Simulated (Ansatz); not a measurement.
Task: a comparison of magnetic orders of V, space group P6_3/mmc, with the Python package of Ansatz (0.2.0). Give the script and its output. Use (first run): PBEsol, PAW, the default cutoff (420 eV here), 13×13×7 k-points, Fermi-Dirac smearing of 0.1 eV, collinear spin.

```
V
1.0
     2.60429    0.00000    0.00000
    -1.30215    2.25538    0.00000
     0.00000    0.00000    4.72334
V
2
Direct
  0.66667 0.33333 0.75000
  0.33333 0.66667 0.25000
```

The script, `v.py`:
```python
"""Ferro, antiferro and non-magnetic states of V."""

import warnings

import ansatz as az
import numpy as np


def count_gap(report):
    # lowest empty less highest filled band, counting bands; zero where they overlap
    return max(report.get("gap_by_band_count_ev") or 0.0, 0.0)

CELL = [
    [2.604294, 0.0, 0.0],
    [-1.302147, 2.255385, 0.0],
    [0.0, 0.0, 4.723336],
]
ATOMS = [
    ("V", [2 / 3, 1 / 3, 0.75]),
    ("V", [1 / 3, 2 / 3, 0.25]),
]


def build(moments):
    crystal = az.Crystal(lattice=az.Lattice.of(CELL))
    for (symbol, position), moment in zip(ATOMS, moments):
        crystal = crystal.atom(symbol, position, moment=moment or None)
    return crystal

warnings.simplefilter("ignore", az.DeckWarning)

# starting moments in muB, one an atom
orders = {
    "FM": [1.5, 1.5],
    "AFM": [1.5, -1.5],
}

rows = []
for label, moments in orders.items():
    setup = (
        build(moments).calculation()
        .functional("pbesol")
        .kpoints(13, 13, 7, center="gamma")
        .occupations(az.OccupationsMethod.FERMI_DIRAC, width=0.1)
        .spin("collinear")
        .band_table()
    )
    data = setup.run(threads=1).report
    rows.append((label, data["free_energy_ev"], data["magnetization_mub"], data["absolute_magnetization_mub"], max(abs(m) for m in data["site_moments_mub"]), count_gap(data)))
    print(label, "site moments:", [round(m, 2) for m in data["site_moments_mub"]])

# the same cell with no spin polarisation
plain = (
    build([0] * len(ATOMS)).calculation()
    .functional("pbesol")
    .kpoints(13, 13, 7, center="gamma")
    .occupations(az.OccupationsMethod.FERMI_DIRAC, width=0.1)
    .band_table()
)
data = plain.run(threads=1).report
rows.append(("NM", data["free_energy_ev"], 0.0, 0.0, 0.0, count_gap(data)))

lowest = min(row[1] for row in rows)
rows = [(row[0], 1000 * (row[1] - lowest) / 2, *row[2:]) for row in sorted(rows, key=lambda row: row[1])]
print("         order  meV/magnetic atom         net muB    absolute muB  largest site muB  gap by band count eV")
for row in rows:
    print(f"{str(row[0]):>14s}  {row[1]:17.2f}  {row[2]:14.3f}  {row[3]:14.3f}  {row[4]:16.3f}  {row[5]:20.3f}")
print("lowest of these starts:", rows[0][0])
```

```console
$ python v.py
RunWarning: the starting moments were not kept: the SCF closed with an absolute magnetisation of 3.4e-6 μB, where they sum to 3 μB in size (2 sites). That is at most 0.1 of that sum. Measured as dr2_m measures the in/out step, that magnetisation stands 2.8e-12 eV from none, at or under the dr2_threshold of 1.0e-7 eV: it is no larger than a step whose dr2_m would equal this threshold. The system may hold no moment; this SCF shows only that its start led to no more than that. To try another [...]
FM site moments: [-0.0, -0.0]
AFM site moments: [0.0, -0.0]
         order  meV/magnetic atom         net muB    absolute muB  largest site muB  gap by band count eV
            FM               0.00          -0.000           0.000             0.000                 0.000
           AFM               0.00          -0.000           0.000             0.000                 0.000
            NM               0.00           0.000           0.000             0.000                 0.000
lowest of these starts: FM
```
(Warnings from the package without file and line, shortened, repeats left out.)

Reading the output:
- The SCF didn't keep the moments it started from (some shrank, vanished or turned); what is printed is the state reached.
- A gap by band count of zero or less means overlapping bands, a metal.
- This isn't the structure that V takes at ambient conditions.
- Gaps and levels are Kohn-Sham values on a finite set of k-points.
- Each row is the state reached from that start at the given structure, not necessarily the lowest of its order; other orders weren't tried.
- The script silences the warnings on its input, which a real study should read.
- The whole script took 50 s on 1 thread of Arm Neoverse V1, on a shared host, peak memory 0.5 GiB.
